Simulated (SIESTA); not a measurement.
Crystal: Sr2AlBiO6.

```xyz
10
Lattice="0.0000 4.0318 4.0318 4.0318 0.0000 4.0318 4.0318 4.0318 0.0000" Properties=species:S:1:pos:R:3 pbc="T T T"
Bi    4.0318    4.0318    4.0318
Sr    6.0477    6.0477    6.0477
Sr    2.0159    2.0159    2.0159
Al    0.0000    0.0000    0.0000
O     4.0318    4.0318    6.1392
O     4.0318    4.0318    1.9244
O     4.0318    6.1392    4.0318
O     4.0318    1.9244    4.0318
O     6.1392    4.0318    4.0318
O     1.9244    4.0318    4.0318
```

The cell comes from a database or a generator and needn't be the stable form of this composition.

Base run:

```yaml
Program: SIESTA 5.4.2
Functional: PBE
Potentials_or_basis: PseudoDojo 0.4 standard (PBE files)
Basis: DZP (energy shift 0.003 Ry; two zetas on semicore shells; d shell added on Sr)
Grid_cutoff: 800 Ry
Energy_shift: 0.003 Ry
k_mesh: 6 × 6 × 6
Occupations: fermi-dirac, width 0.05 eV
Spin: no spin polarisation
```

Its results: band gap on the k mesh none (metal or under the smearing width); pressure 2.1 GPa; largest force 0.260 eV/Å.

Question: The run is repeated on the same cell with these changes: functional from PBE to PBEsol; potentials or basis from PseudoDojo 0.4 standard (PBE files) to PseudoDojo 0.4 standard (PBEsol files). What comes out?

Answer: Band gap on the k mesh none (metal or under the smearing width); pressure -2.7 GPa; largest force 0.176 eV/Å.

Caveats: spin-orbit coupling is left out, which moves the levels of the heavy elements; the basis of atomic orbitals isn't converged, which shifts pressures, moduli and gaps.
